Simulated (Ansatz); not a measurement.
# CrB2 (P6/mmm): fixed-spin-moment curve from a Python script

A script is to give a fixed-spin-moment curve; the system is CrB2 (P6/mmm).

Program: the Python package of Ansatz 0.2.0. Level of theory: DFT PBEsol, plane waves, PAW. These are calculated values, not measurements.

### Step 1. Starting point

The structure is hexagonal, space group P6/mmm (No. 191). Conventional cell: a = 2.970 Å, b = 2.970 Å, c = 3.070 Å, α = 90.00°, β = 90.00°, γ = 120.00°. Around Cr (site symmetry 6/mmm) lie 12 B at 2.30 Å. B (site symmetry -6m2) is surrounded by 3 B at 1.71 Å and 6 Cr at 2.30 Å.

The script holds or builds the structure itself.

### Step 2. Script

The input, fsm_crb2.py:

```python
'''Energy of CrB2 against a locked total moment.'''

import ansatz as az

XC = 'pbesol'
K_LENGTH = 25
SMEARING = 'fermi_dirac'

lattice = az.Lattice.of(
    [2.97, 0.0, 0.0],
    [-1.485, 2.5721, 0.0],
    [0.0, 0.0, 3.07],
)
sites = [
    ('Cr', [0.0, 0.0, 0.0]),
    ('B', [1 / 3, 2 / 3, 0.5]),
    ('B', [2 / 3, 1 / 3, 0.5]),
]
system = az.Crystal(lattice=lattice)
for symbol, position in sites:
    system = system.atom(symbol, position)

calculation = (
    system.calculation()
    .functional(XC)
    .kpoints(length=K_LENGTH)
    .occupations(SMEARING)
)
# a hard lock holds the total moment, with one Fermi level a spin
rows = []
for total in [0.0, 0.7, 1.4, 2.2, 2.9, 3.6]:
    report = calculation.spin('collinear', total=total, lock='hard').run(threads=1, pin='off').report
    up, down = report['spin_fermi_energies_ev']
    rows.append((total, report['free_energy_ev'], up - down, report['absolute_magnetization_mub']))
reference = rows[0][1]
rows = [(m, 1000 * (e - reference), split, size) for m, e, split, size in rows]
lines = [','.join(['total muB', 'F - F(0) meV', 'EF up - down eV', 'absolute muB'])] + [','.join(f'{v:.4f}' if isinstance(v, float) else str(v) for v in row) for row in rows]
print('\n'.join(lines))
with open('fsm.csv', 'w') as handle:
    handle.write('\n'.join(lines) + '\n')
best = min(rows, key=lambda row: row[1])
print(f'lowest at {best[0]} muB per cell, {best[1]:.1f} meV against the first point')
```

### Step 3. The run

Run with:

```
> python fsm_crb2.py
```

The log of the run:

```text
DeckWarning: basis.ecutwfc = 420 eV, auto-derived from the records' recommended cutoffs: set by Cr (normal level)
RunWarning: this spin-polarised run has no starting moment large enough to seed its density, and nothing else in its deck makes the two spin channels differ, so an SCF from that start keeps the magnetisation at zero until it first converges, unless a state found ahead of a linear-response series gives it moments (lr_reference_state). Behind a single point's SCF or a chain's scf step, and behind [...]
DeckWarning: where an SCF of this run starts from atoms to list the orders of its open shells, B (sites 1, 2, from 0) starts with 1.00 μB on its 2p shell, in the place of the 1.20 μB that the deck gives it: its open shells can hold no more by Hund's first rule. To start from spheres of the given moment, type scf.initial_density.shell_occupations: []
total muB,F - F(0) meV,EF up - down eV,absolute muB
0.0000,0.0000,0.0000,0.0000
0.7000,-34.6318,-0.0900,0.7325
1.4000,-37.8227,0.1021,1.4841
2.2000,142.7670,1.0618,2.2713
2.9000,719.9263,2.2123,2.9101
3.6000,1689.4334,3.3376,3.6000
lowest at 1.4 muB per cell, -37.8 meV against the first point
```

(Warnings from the package without file and line, shortened.)

Wall time 25 s (1 thread of Arm Neoverse V1, shared host); peak memory 0.39 GiB.

Lines on the test bed's own set-up are left out of the output.

### Step 4. The runs side by side

One row for each of the 6 runs:

```
run  total moment held (μB)  energy from run 3 (meV/atom)  moment (μB/cell)  SCF cycles  CPU time (s)
  1                     0.0                         12.61              0.00          10           5.4
  2                     0.7                          1.06              0.70          10           3.8
  3                     1.4                          0.00              1.40          10           3.8
  4                     2.2                         60.20              2.20           9           3.6
  5                     2.9                        252.58              2.90          10           3.8
  6                     3.6                        575.75              3.60          10           3.9
```

Energies are free energies F = E - TS of the smeared occupations. 

### Step 5. Outcome

| quantity | value |
| --- | --- |
| runs compared | 6 |
| range of energy | 575.75 meV/atom |
| lowest point, total moment held (μB) | 1.4 |

The lowest point lies at 1.4 μB a cell, 37.8 meV below the point at 0 μB; at 3.6 μB the energy is 1727 meV above the lowest. Caveats:
- The mesh is modest for a metal, so energies can be off by several to tens of meV an atom and pressures by half a GPa or more; differences at equal mesh fare better.
- Only points where the Fermi levels of the two spins meet (minima, maxima and zero moment) are free solutions; a shallow minimum can lie between the points.
